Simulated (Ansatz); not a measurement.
# ClHInS: the cost of one run

Computed with Ansatz 0.2.0. Level: UKS r2SCAN-D4/def2-TZVP.

## 1. The starting structure

SMILES `[SH][In][Cl]`, 4 atoms, charge 0, spin multiplicity 2.

Atoms are counted from 1 here; the program's logs count them from 0.

Bond lengths: S1–In2 2.497 Å, S1–H4 1.364 Å, In2–Cl3 2.413 Å. Angles: In2–S1–H4 92.0°, S1–In2–Cl3 116.2°.

As a file:

```xyz
4
ClHInS
S    -1.4040    0.0417   -0.5383
In    0.9526    0.2676    0.2556
Cl    1.9445   -1.7087    1.2203
H    -1.4376    1.3390   -0.9579
```

## 2. Relaxation

File input.yaml:

```yaml
crystal:
  periodic: [false, false, false]
  atoms:
    - { symbol: S, position_ang: [-1.403952, 0.041668, -0.538272] }
    - { symbol: In, position_ang: [0.952574, 0.26762, 0.255626] }
    - { symbol: Cl, position_ang: [1.944512, -1.708663, 1.220294] }
    - { symbol: H, position_ang: [-1.437633, 1.338974, -0.957948] }
magnetization:
  spin_polarized: true
  initial_magnetization: 1
basis:
  gaussian: { orbitals: def2-TZVP }
hamiltonian:
  xc: r2scan
  dispersion: d4
output:
  forces: true
relax:
  f_tol: 0.003
  max_steps: 120
```

Launch:

```
$ ansatz run input.yaml --threads 1 --pin off --max-ram 2560MiB --backend cpu --events-out ev --progress --plain --runs-dir out
```

Q: Estimate wall time and peak memory on 1 thread of Arm Neoverse V1, shared host.

About 2.1 min, with a peak of 0.23 GiB.
